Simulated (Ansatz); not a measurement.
# C2H4FNOSi: basis-set convergence

One table from this session's results is given with a row withheld; the runs are named, their logs left out.

Method: one geometry, several basis sets; program: Ansatz 0.2.0, Gaussian basis.

Plan: PBE0-D4/def2-SVP; ωB97M-V/def2-SVP; PBE0-D4/def2-QZVPP; ωB97M-V/def2-QZVPP; the functionals' def2-TZVPP values are taken from earlier runs.

## The geometry

The geometry comes from an earlier relaxation with PBE0-D4 in a triple-zeta def2 set; it is a stationary point, not always the lowest conformer.

SMILES `F[SiH]1COC=N1`, 10 atoms, charge 0, spin multiplicity 1.

Atoms are counted from 1 here; the program's logs count them from 0.

Bond lengths: F1–Si2 1.594 Å, Si2–C3 1.892 Å, Si2–N6 1.728 Å, Si2–H7 1.476 Å, C3–O4 1.447 Å, C3–H8 1.092 Å, C3–H9 1.091 Å, O4–C5 1.347 Å, C5–N6 1.267 Å, C5–H10 1.090 Å. Angles: F1–Si2–C3 112.2°, F1–Si2–N6 112.6°, F1–Si2–H7 106.3°, C3–Si2–N6 93.2°, C3–Si2–H7 117.3°, N6–Si2–H7 115.2°, Si2–C3–O4 102.5°, Si2–C3–H8 114.5°, Si2–C3–H9 115.3°, O4–C3–H8 107.6°, O4–C3–H9 107.9°, H8–C3–H9 108.5°, C3–O4–C5 111.6°, O4–C5–N6 125.4°, O4–C5–H10 110.3°, N6–C5–H10 124.4°, Si2–N6–C5 107.3°.

The first run:

File in.yaml:

```yaml
crystal:
  periodic: [false, false, false]
  atoms:
    - {symbol: F, position_ang: [-2.102318, -1.020022, 0.580270]}
    - {symbol: Si, position_ang: [-0.705523, -0.312453, 0.879085]}
    - {symbol: C, position_ang: [0.641588, -0.845555, -0.338269]}
    - {symbol: O, position_ang: [0.889237, 0.370480, -1.081568]}
    - {symbol: C, position_ang: [0.158273, 1.398502, -0.609249]}
    - {symbol: N, position_ang: [-0.666202, 1.331935, 0.350358]}
    - {symbol: H, position_ang: [-0.437652, -0.517235, 2.316303]}
    - {symbol: H, position_ang: [1.582327, -1.144309, 0.128985]}
    - {symbol: H, position_ang: [0.347753, -1.618961, -1.050195]}
    - {symbol: H, position_ang: [0.375517, 2.306420, -1.172818]}
basis:
  gaussian: {orbitals: def2-SVP}
hamiltonian: {xc: pbe0, dispersion: d4}
output: {orbitals: {seedname: orbitals}}
```

On the command line:

```sh
$ ansatz run in.yaml --threads 4 --pin off --events-out ev --progress --plain --max-ram 10444MiB
```

Steps of the session up to this table: PBE0-D4 in def2-SVP; ωB97M-V in def2-SVP; PBE0-D4 in def2-QZVPP; ωB97M-V in def2-QZVPP.

One table of the session follows, with a row left open; its other results are not shown here.

It belongs to the step «Functionals by basis». 

| functional | basis | HOMO (eV) | LUMO (eV) |
| --- | --- | --- | --- |
| PBE0-D4 | def2-SVP | ? | ? |
| PBE0-D4 | def2-TZVPP | -8.11 | -0.49 |
| PBE0-D4 | def2-QZVPP | -8.14 | -0.56 |
| ωB97M-V | def2-SVP | -10.29 | 1.96 |
| ωB97M-V | def2-TZVPP | -10.45 | 1.62 |
| ωB97M-V | def2-QZVPP | -10.48 | 1.39 |

Estimate the missing values for PBE0-D4, def2-SVP.

**Answer.** HOMO (eV): -7.97; LUMO (eV): -0.29. In the column «HOMO (eV)» it is the highest.
